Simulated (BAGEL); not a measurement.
# C2H3BClN (SMILES C#CB(N)Cl): RI-MP2/cc-pVDZ (density fitting with qzvpp-jkfit)

What is the energy change on altering one bond length of C2H3BClN at RI-MP2/cc-pVDZ (density fitting with qzvpp-jkfit)? 

Program for the calculation: BAGEL 1.2.2.

2 further runs of the same task are left out: 1 that didn't finish, 1 set aside as unsound or not needed. Runs told in other sessions of the task aren't counted.

### 1 The structure to begin with

The species is C2H3BClN (8 atoms), meant as a singlet with charge 0. As SMILES, `C#CB(N)Cl`. Geometry: relaxed at GFN2-xTB.

Bond lengths: C1–C2 1.203 Å, C2–B3 1.518 Å, B3–N4 1.386 Å, B3–Cl5 1.743 Å, C1–H6 1.052 Å, N4–H7 1.006 Å, N4–H8 1.005 Å. Angles: C1–C2–B3 177.4°, C2–B3–N4 122.1°, C2–B3–Cl5 119.3°, N4–B3–Cl5 118.6°, C2–C1–H6 179.1°, B3–N4–H7 122.9°, B3–N4–H8 123.4°, H7–N4–H8 113.7°.

### 2 A single-point energy at RI-MP2/cc-pVDZ (density fitting with qzvpp-jkfit)

File mp2.json:

```json
{ "bagel" : [

{
  "title" : "molecule",
  "basis" : "cc-pvdz.json",
  "df_basis" : "qzvpp-jkfit",
  "angstrom" : "true",
  "geometry" : [
    { "atom" : "C", "xyz" : [      -0.093600,       1.671730,       1.445530 ] },
    { "atom" : "C", "xyz" : [      -0.021150,       0.879920,       0.543170 ] },
    { "atom" : "B", "xyz" : [       0.080990,      -0.067780,      -0.638370 ] },
    { "atom" : "N", "xyz" : [      -0.019290,      -1.442560,      -0.490890 ] },
    { "atom" : "Cl", "xyz" : [       0.332360,       0.584170,      -2.235220 ] },
    { "atom" : "H", "xyz" : [      -0.160220,       2.351010,       2.245560 ] },
    { "atom" : "H", "xyz" : [       0.046320,      -2.081900,      -1.264990 ] },
    { "atom" : "H", "xyz" : [      -0.165420,      -1.894590,       0.395210 ] }
  ]
},

{
  "title" : "hf"
},

{
  "title" : "mp2",
  "ncore" : 9
}

]}
```

The basis set cc-pVDZ is read from a file made from the Basis Set Exchange's data (not shown).

Command:

```console
$ BAGEL_NUM_THREADS=1 BAGEL mp2.json > mp2.out
```

The program printed:

```text
* using 1 threads per process

  ===============================================================
  ===============================================================

  *** Geometry ***

  { "atom" : "C", "xyz" : [     -0.176878,      3.159112,      2.731656 ] },
  { "atom" : "C", "xyz" : [     -0.039968,      1.662808,      1.026443 ] },
  { "atom" : "B", "xyz" : [      0.153049,     -0.128086,     -1.206344 ] },
  { "atom" : "N", "xyz" : [     -0.036453,     -2.726043,     -0.927648 ] },
  { "atom" : "Cl", "xyz" : [      0.628069,      1.103921,     -4.223954 ] },
  { "atom" : "H", "xyz" : [     -0.302772,      4.442765,      4.243493 ] },
  { "atom" : "H", "xyz" : [      0.087532,     -3.934221,     -2.390485 ] },
  { "atom" : "H", "xyz" : [     -0.312598,     -3.580256,      0.746839 ] },

  Number of auxiliary basis functions:      484

  Since a DF basis is specified, we compute 2- and 3-index integrals:
    o Being stored without compression. Storage requirement is 0.031 GB

  Number of basis functions:       89
  Number of electrons      :       44

    * METHOD: MOLECULE                             0.25

  *** RHF ***

  === Nuclear Repulsion ===
   169.9811796102

      * DIIS with orbital gradients will be used.

  === RHF iteration (cc-pvdz.json) ===
      0       -615.97737003          0.01555609           0.09
      1       -616.13485769          0.00860757           0.09
      2       -616.17623352          0.00161581           0.09
      3       -616.17796749          0.00057578           0.08
      4       -616.17815028          0.00017234           0.08
      5       -616.17816680          0.00004371           0.08
      6       -616.17816933          0.00002306           0.08
      7       -616.17817043          0.00001011           0.08
      8       -616.17817066          0.00000462           0.08
      9       -616.17817070          0.00000202           0.08
     10       -616.17817071          0.00000086           0.08
     11       -616.17817071          0.00000031           0.08
     12       -616.17817071          0.00000013           0.08
     13       -616.17817071          0.00000005           0.08
     14       -616.17817071          0.00000001           0.08
     15       -616.17817071          0.00000000           0.08
    * SCF iteration converged.

    * Permanent dipole moment:
           (    0.136777,     0.749600,    -0.690453) a.u.

    * METHOD: HF                                   1.54

  *** RHF ***

  === Nuclear Repulsion ===
   169.9811796102

      * DIIS with orbital gradients will be used.

  === RHF iteration (cc-pvdz.json) ===
      0       -616.17817071          0.00000000           0.08
    * SCF iteration converged.

    * Permanent dipole moment:
           (    0.136777,     0.749600,    -0.690453) a.u.

  === DF-MP2 calculation ===

    * freezing 9 orbitals
    * 3-index integral transformation done
    * assembly done

      MP2 correlation energy:   -0.6295960216      0.06

      MP2 total energy:       -616.8077667290

    * METHOD: MP2                                  0.24

  ===============================================================
```

Wall time 2.2 s (1 thread of Arm Neoverse V2, shared host); peak memory 0.12 GiB.

### 3 The distorted shape, same level

File input.json:

```json
{ "bagel": [

{
  "title": "molecule",
  "basis": "cc-pvdz.json",
  "df_basis": "qzvpp-jkfit",
  "angstrom": "true",
  "geometry": [
    { "atom": "C", "xyz": [      -0.131308,       1.573932,       1.685071 ] },
    { "atom": "C", "xyz": [      -0.058858,       0.782122,       0.782711 ] },
    { "atom": "B", "xyz": [       0.043282,      -0.165578,      -0.398829 ] },
    { "atom": "N", "xyz": [      -0.056998,      -1.540358,      -0.251349 ] },
    { "atom": "Cl", "xyz": [       0.332360,       0.584170,      -2.235220 ] },
    { "atom": "H", "xyz": [      -0.197928,       2.253212,       2.485101 ] },
    { "atom": "H", "xyz": [       0.008612,      -2.179698,      -1.025449 ] },
    { "atom": "H", "xyz": [      -0.203128,      -1.992388,       0.634751 ] }
  ]
},

{
  "title": "hf"
},

{
  "title": "mp2",
  "ncore": 9
}

]}
```

The basis set cc-pVDZ is read from a file made from the Basis Set Exchange's data (not shown).

Command:

```console
$ BAGEL_NUM_THREADS=1 BAGEL input.json > input.out
```

The program printed:

```text
* using 1 threads per process

  ===============================================================
  ===============================================================

  *** Geometry ***

  { "atom" : "C", "xyz" : [     -0.248136,      2.974300,      3.184323 ] },
  { "atom" : "C", "xyz" : [     -0.111226,      1.477996,      1.479109 ] },
  { "atom" : "B", "xyz" : [      0.081791,     -0.312897,     -0.753678 ] },
  { "atom" : "N", "xyz" : [     -0.107711,     -2.910855,     -0.474981 ] },
  { "atom" : "Cl", "xyz" : [      0.628069,      1.103921,     -4.223954 ] },
  { "atom" : "H", "xyz" : [     -0.374030,      4.257954,      4.696160 ] },
  { "atom" : "H", "xyz" : [      0.016274,     -4.119032,     -1.937818 ] },
  { "atom" : "H", "xyz" : [     -0.383856,     -3.765068,      1.199506 ] },

  Number of auxiliary basis functions:      484

  Since a DF basis is specified, we compute 2- and 3-index integrals:
    o Being stored without compression. Storage requirement is 0.031 GB

  Number of basis functions:       89
  Number of electrons      :       44

    * METHOD: MOLECULE                             0.25

  *** RHF ***

  === Nuclear Repulsion ===
   162.1408957862

      * DIIS with orbital gradients will be used.

  === RHF iteration (cc-pvdz.json) ===
      0       -615.96681151          0.01523844           0.09
      1       -616.12503190          0.00828637           0.08
      2       -616.16389891          0.00156375           0.08
      3       -616.16573257          0.00040826           0.08
      4       -616.16585251          0.00014695           0.08
      5       -616.16586533          0.00004991           0.08
      6       -616.16586836          0.00002499           0.08
      7       -616.16586954          0.00001073           0.08
      8       -616.16586977          0.00000536           0.08
      9       -616.16586982          0.00000268           0.08
     10       -616.16586984          0.00000117           0.08
     11       -616.16586984          0.00000044           0.08
     12       -616.16586984          0.00000022           0.08
     13       -616.16586984          0.00000009           0.08
     14       -616.16586984          0.00000002           0.08
     15       -616.16586984          0.00000001           0.08
    * SCF iteration converged.

    * Permanent dipole moment:
           (    0.214931,     0.921149,    -1.201141) a.u.

    * METHOD: HF                                   1.53

  *** RHF ***

  === Nuclear Repulsion ===
   162.1408957862

      * DIIS with orbital gradients will be used.

  === RHF iteration (cc-pvdz.json) ===
      0       -616.16586984          0.00000001           0.08
    * SCF iteration converged.

    * Permanent dipole moment:
           (    0.214931,     0.921148,    -1.201141) a.u.

  === DF-MP2 calculation ===

    * freezing 9 orbitals
    * 3-index integral transformation done
    * assembly done

      MP2 correlation energy:   -0.6287318278      0.06

      MP2 total energy:       -616.7946016680

    * METHOD: MP2                                  0.24

  ===============================================================
```

Wall time 2.2 s (1 thread of Arm Neoverse V2, shared host); peak memory 0.12 GiB.

### 4 What came out

Level: RI-MP2/cc-pVDZ (density fitting with qzvpp-jkfit), 9 core orbitals frozen.

```
                                                          quantity          value
                                         first shape: total energy  -616.80777 Eh
          first shape: correlation energy (9 core orbitals frozen)     -629.6 mEh
                                     distorted shape: total energy  -616.79460 Eh
      distorted shape: correlation energy (9 core orbitals frozen)     -628.7 mEh
energy change with the B3–Cl5 bond stretched from 1.743 to 2.004 Å       0.358 eV
```

**Reading.** With the B3–Cl5 bond stretched from 1.743 to 2.004 Å the energy rises by 0.36 eV (8.3 kcal/mol). The first shape isn't relaxed at this level, so the change isn't measured from a minimum.
